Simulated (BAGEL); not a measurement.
**CH3AlClO (SMILES C[O][Al][Cl]) at UHF/6-31G(d) (density fitting with qzvpp-jkfit, spherical functions)**

Aim: the vertical ionisation energy of CH3AlClO at UHF/6-31G* (density fitting with qzvpp-jkfit, spherical functions), from 2 runs. 

Program for the calculation: BAGEL 1.2.2.

### 1 The system as given

The species is CH3AlClO (7 atoms), meant as a doublet with charge 0. SMILES: `C[O][Al][Cl]`. Geometry: relaxed at PBE0-D4/def2-TZVP. This is one conformer, not always the lowest.

Bond lengths: C1–O2 1.402 Å, O2–Al3 1.678 Å, Al3–Cl4 2.117 Å, C1–H5 1.094 Å, C1–H6 1.095 Å, C1–H7 1.094 Å. Angles: C1–O2–Al3 137.2°, O2–Al3–Cl4 119.4°, O2–C1–H5 109.8°, O2–C1–H6 112.2°, O2–C1–H7 109.8°, H5–C1–H6 108.4°, H5–C1–H7 108.1°, H6–C1–H7 108.4°.

### 2 A single-point energy at UHF/6-31G(d) (density fitting with qzvpp-jkfit, spherical functions)

calc.json

```json
{ "bagel" : [

{
  "title" : "molecule",
  "basis" : "6-31gs.json",
  "df_basis" : "qzvpp-jkfit",
  "angstrom" : true,
  "geometry" : [
    { "atom" : "C", "xyz" : [    0.040800,    0.884800,    0.297300 ] },
    { "atom" : "O", "xyz" : [    0.872500,   -0.061600,   -0.318100 ] },
    { "atom" : "Al", "xyz" : [    0.754800,   -1.652600,   -0.837000 ] },
    { "atom" : "Cl", "xyz" : [   -1.070300,   -2.695900,   -0.586200 ] },
    { "atom" : "H", "xyz" : [   -0.047400,    1.769900,   -0.339800 ] },
    { "atom" : "H", "xyz" : [   -0.964500,    0.492600,    0.485800 ] },
    { "atom" : "H", "xyz" : [    0.475300,    1.194800,    1.252400 ] }
  ]
},
{
  "title" : "uhf",
  "nopen" : 1
},
{
  "title" : "print",
  "file" : "orbitals.molden",
  "orbitals" : true
}

]}
```

The basis set 6-31G* is read from a file made from the Basis Set Exchange's data (not shown).

On the command line:

```bash
$ BAGEL_NUM_THREADS=1 BAGEL calc.json > calc.out
```

Output:

```text
* using 1 threads per process

  ===============================================================
  ===============================================================

  *** Geometry ***

  { "atom" : "C", "xyz" : [      0.077101,      1.672030,      0.561816 ] },
  { "atom" : "O", "xyz" : [      1.648786,     -0.116407,     -0.601122 ] },
  { "atom" : "Al", "xyz" : [      1.426365,     -3.122961,     -1.581701 ] },
  { "atom" : "Cl", "xyz" : [     -2.022574,     -5.094513,     -1.107757 ] },
  { "atom" : "H", "xyz" : [     -0.089573,      3.344626,     -0.642129 ] },
  { "atom" : "H", "xyz" : [     -1.822641,      0.930879,      0.918029 ] },
  { "atom" : "H", "xyz" : [      0.898187,      2.257845,      2.366693 ] },

  Number of auxiliary basis functions:      462

  Since a DF basis is specified, we compute 2- and 3-index integrals:
    o Being stored without compression. Storage requirement is 0.018 GB

  Number of basis functions:       70
  Number of electrons      :       47

    * METHOD: MOLECULE                             0.21

  *** Open-shell HF ***

  === Nuclear Repulsion ===
   184.9664939786

      * DIIS with orbital gradients will be used.

  === UHF iteration (6-31gs.json) ===
      0       -815.72805989          0.04223407           0.09
      1       -815.85203991          0.03263851           0.09
      2       -815.90121447          0.02246688           0.09
      3       -815.94464685          0.00127335           0.09
      4       -815.94550885          0.00046948           0.09
      5       -815.94563555          0.00016012           0.09
      6       -815.94567226          0.00003950           0.09
      7       -815.94567585          0.00001390           0.09
      8       -815.94567636          0.00000649           0.09
      9       -815.94567651          0.00000245           0.09
     10       -815.94567652          0.00000091           0.10
     11       -815.94567653          0.00000039           0.10
     12       -815.94567653          0.00000012           0.10
     13       -815.94567653          0.00000005           0.09
     14       -815.94567653          0.00000002           0.10
     15       -815.94567653          0.00000001           0.09
     16       -815.94567653          0.00000001           0.09
    * SCF iteration converged.

    * S^2 (UHF) is 0.7526

    * Permanent dipole moment:
           (   -0.413501,    -0.436257,    -0.014228) a.u.

    * METHOD: UHF                                  1.74

    * METHOD: PRINT                                0.01

  ===============================================================
```

Wall time 2.1 s (1 thread of Arm Neoverse V1, shared host); peak memory 0.098 GiB.

### 3 The singlet cation, same level

job.json

```json
{ "bagel": [

{
  "title": "molecule",
  "basis": "6-31gs.json",
  "df_basis": "qzvpp-jkfit",
  "angstrom": true,
  "geometry": [
    { "atom": "C", "xyz": [       0.040800,       0.884800,       0.297300 ] },
    { "atom": "O", "xyz": [       0.872500,      -0.061600,      -0.318100 ] },
    { "atom": "Al", "xyz": [       0.754800,      -1.652600,      -0.837000 ] },
    { "atom": "Cl", "xyz": [      -1.070300,      -2.695900,      -0.586200 ] },
    { "atom": "H", "xyz": [      -0.047400,       1.769900,      -0.339800 ] },
    { "atom": "H", "xyz": [      -0.964500,       0.492600,       0.485800 ] },
    { "atom": "H", "xyz": [       0.475300,       1.194800,       1.252400 ] }
  ]
},

{
  "title": "hf",
  "charge": 1
},

{
  "title": "print",
  "file": "orbitals.molden",
  "orbitals": true
}

]}
```

The basis set 6-31G* is read from a file made from the Basis Set Exchange's data (not shown).

On the command line:

```bash
$ BAGEL_NUM_THREADS=1 BAGEL job.json > job.out
```

Output:

```text
* using 1 threads per process

  ===============================================================
  ===============================================================

  *** Geometry ***

  { "atom" : "C", "xyz" : [      0.077101,      1.672030,      0.561816 ] },
  { "atom" : "O", "xyz" : [      1.648786,     -0.116407,     -0.601122 ] },
  { "atom" : "Al", "xyz" : [      1.426365,     -3.122961,     -1.581701 ] },
  { "atom" : "Cl", "xyz" : [     -2.022574,     -5.094513,     -1.107757 ] },
  { "atom" : "H", "xyz" : [     -0.089573,      3.344626,     -0.642129 ] },
  { "atom" : "H", "xyz" : [     -1.822641,      0.930879,      0.918029 ] },
  { "atom" : "H", "xyz" : [      0.898187,      2.257845,      2.366693 ] },

  Number of auxiliary basis functions:      462

  Since a DF basis is specified, we compute 2- and 3-index integrals:
    o Being stored without compression. Storage requirement is 0.018 GB

  Number of basis functions:       70
  Number of electrons      :       47

    * METHOD: MOLECULE                             0.21

  *** RHF ***

  === Nuclear Repulsion ===
   184.9664939786

      * DIIS with orbital gradients will be used.

  === RHF iteration (6-31gs.json) ===
      0       -815.45396999          0.02052958           0.05
      1       -815.55330091          0.01588950           0.05
      2       -815.63186273          0.00152341           0.05
      3       -815.63327127          0.00044675           0.05
      4       -815.63344537          0.00014517           0.05
      5       -815.63348450          0.00005344           0.05
      6       -815.63349071          0.00001735           0.05
      7       -815.63349127          0.00000575           0.05
      8       -815.63349132          0.00000201           0.05
      9       -815.63349132          0.00000086           0.05
     10       -815.63349132          0.00000031           0.05
     11       -815.63349132          0.00000012           0.05
     12       -815.63349132          0.00000005           0.05
     13       -815.63349132          0.00000002           0.05
     14       -815.63349132          0.00000001           0.05
    * SCF iteration converged.

    * Permanent dipole moment:
           (   -1.913214,     0.708154,     0.895295) a.u.

    * METHOD: HF                                   0.86

    * METHOD: PRINT                                0.01

  ===============================================================
```

Run time: 1.2 s. Hardware: 1 thread of Arm Neoverse V1, shared host; peak memory 0.099 GiB.

### 4 Results

At UHF/6-31G* (density fitting with qzvpp-jkfit, spherical functions):

| quantity | value |
| --- | --- |
| doublet CH3AlClO: total energy | -815.94568 Eh |
| doublet CH3AlClO: dipole moment | 1.53 D |
| doublet CH3AlClO: ⟨S²⟩ | 0.753 |
| singlet cation: total energy | -815.63349 Eh |
| singlet cation: HOMO energy | -17.24 eV |
| singlet cation: LUMO energy | -7.81 eV |
| singlet cation: HOMO–LUMO gap | 9.42 eV |
| vertical ionisation energy (to the singlet cation) | 8.495 eV |

In words: Removing an electron at fixed nuclei costs 8.49 eV (820 kJ/mol). Only the singlet of the ionised species was computed; a triplet could lie lower.
